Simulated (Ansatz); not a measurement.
# GdO in Ansatz: the effect of functional

Crystal: GdO.

```
Gd O
1.0
     0.00000    2.75295    2.75295
     2.75295    0.00000    2.75295
     2.75295    2.75295    0.00000
Gd O
1 1
Direct
  0.00000 0.00000 0.00000
  0.75000 0.75000 0.75000
```

The cell isn't the ideal one: volume scaled by 1.06.

Alike in all runs:

```yaml
Program: Ansatz 0.2.0
Task: single point
Potentials_or_basis: Ansatz PAW
k_mesh: 9 × 9 × 9
Occupations: fermi-dirac, width 0.05 eV
Spin: collinear spin, ferromagnetic start
Starting_moments: "[7.0, 0.0] μB"
```

```csv
functional,cutoff,pressure (GPa),moment (μB)
LDA,420 eV (not typed: the program's choice for these potentials),-11.5,7.11
PBEsol,420 eV (not typed: the program's choice for these potentials),?,?
r2SCAN,500 eV (not typed: the program's choice for these potentials),-7.4,7.94
```

Task: What does the run with functional PBEsol give?

Result: Pressure -8.8 GPa; moment 7.49 μB.

Caveats: a cell with one magnetic atom can't hold antiferromagnetic order, which such compounds often take; the PAW data sets come from PBE, with cores solved anew for the run's functional, which leaves a small shift of forces and pressure; the magnetic or orbital state may not be the lowest (some runs).
